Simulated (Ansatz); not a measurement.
**CaPd: how the settings move a single-point run**

How sensitive is a single-point run of CaPd to its settings? A reference run comes first, then one run with altered input.

Method: reference: DFT, LDA, all-electron LAPW, scalar-relativistic, in Ansatz 0.2.0.

## (1) Starting point

The structure is cubic, space group Pm-3m (No. 221). Conventional cell: a = 3.506 Å, b = 3.506 Å, c = 3.506 Å, α = 90.00°, β = 90.00°, γ = 90.00°. Around Ca (site symmetry m-3m) lie 8 Pd at 3.04 Å. Pd (site symmetry m-3m) has 8 Ca at 3.04 Å as nearest neighbours.

Coordinates:

```cif
data_structure
_symmetry_space_group_name_H-M 'Pm-3m'
_symmetry_Int_Tables_number 221
_cell_length_a 3.5057
_cell_length_b 3.5057
_cell_length_c 3.5057
_cell_angle_alpha 90.000
_cell_angle_beta 90.000
_cell_angle_gamma 90.000
_cell_volume 43.08
loop_
_atom_site_label
_atom_site_type_symbol
_atom_site_symmetry_multiplicity
_atom_site_Wyckoff_symbol
_atom_site_fract_x
_atom_site_fract_y
_atom_site_fract_z
_atom_site_occupancy
Ca1 Ca 1 a 0.00000 0.00000 0.00000 1
Pd1 Pd 1 b 0.50000 0.50000 0.50000 1
```

## (2) Reference

input.yaml reads:

```yaml
crystal:
  lattice:
    - [3.50568548, 0.0, 0.0]
    - [0.0, 3.50568548, 0.0]
    - [0.0, 0.0, 3.50568548]
  atoms:
    - { symbol: Ca, position: [0.0, 0.0, 0.0] }
    - { symbol: Pd, position: [0.5, 0.5, 0.5], spin: 0.05 }
magnetization:
  spin_polarized: true
  magnetic_field: 300
kpoints:
  mp_grid: { grid: [9, 9, 9] }
scf:
  occupations: { method: fermi_dirac, width: 0.1 }
  convergence: { dr2_threshold: 1.0e-10 }
  lower_state_search: "off"
hamiltonian:
  xc: lda
  pseudopotentials: { kind: all_electron, lapw: { basis_error: 0.001 } }
output:
  forces: true
  stress: true
  eigenvalues: false
```

Launch:

```
$ ansatz run input.yaml --threads 1 --pin off --max-ram 3072MiB --backend cpu --events-out ev --progress --plain --runs-dir out
```

## (3) Variant: occupations.method cold, hubbard.sites [{species: Pd, l: d, u_eff: 4.0}], hubbard.double_counting amf

Edit input.yaml of step 2 so:

```diff
@@ -14,3 +14,3 @@
 scf:
-  occupations: { method: fermi_dirac, width: 0.1 }
+  occupations: { method: cold, width: 0.1 }
   convergence: { dr2_threshold: 1.0e-10 }
@@ -20,2 +20,3 @@
   pseudopotentials: { kind: all_electron, lapw: { basis_error: 0.001 } }
+  hubbard: { sites: [{ species: Pd, l: d, u_eff: 4.0 }], double_counting: amf }
 output:
```

What does the calculation give? Wanted: for each run, ending; energy change; pressure; gap; force.

The runs gave:

| run | ending | energy change | pressure (GPa) | gap (eV) | force (eV/Å) | cycles | time |
| --- | --- | --- | --- | --- | --- | --- | --- |
| reference | converged | 0 | -5.0 | 0.00 | 0.00 | 16 | 6 s |
| 1: occupations.method cold, hubbard.sites [{species: Pd, l: d, u_eff: 4.0}], hubbard.double_counting amf | converged | +0.9 meV/atom (σ→0) (U changed: no physical gain or loss) | -5.2 | 0.00 | 0.00 | 17 | 7.3 s |

Residual by cycle in the longest SCF loop of each run; runs are numbered as in the table. The quantity is the density residual dr2, in eV.

| cycle | reference | run 1 |
| --- | --- | --- |
| 1 | 4.15 | 4.16 |
| 2 | 0.865 | 0.874 |
| 4 | 0.0183 | 0.0191 |
| 5 | 0.00691 | 0.00536 |
| 7 | 0.00164 | 1.5e-4 |
| 8 | 0.00144 | 6.3e-6 |
| 10 | 9.1e-6 | 7.5e-7 |
| 11 | 3.4e-6 | 3.5e-7 |
| 13 | 2.6e-9 | 5.5e-9 |
| 14 | 1.0e-9 | 1.1e-7 |
| 16 | 8.5e-12 | 2.0e-10 |
| 17 | - | 1.2e-11 |

What this shows: Changing the smearing and Hubbard U moves the energy by +0.9 meV/atom (σ→0 values). The U term adds an energy of its own, so the shift says nothing about which run is better. Cost: 17 SCF cycles against 16. A changed U is a change of model: its shifts are not errors of convergence.
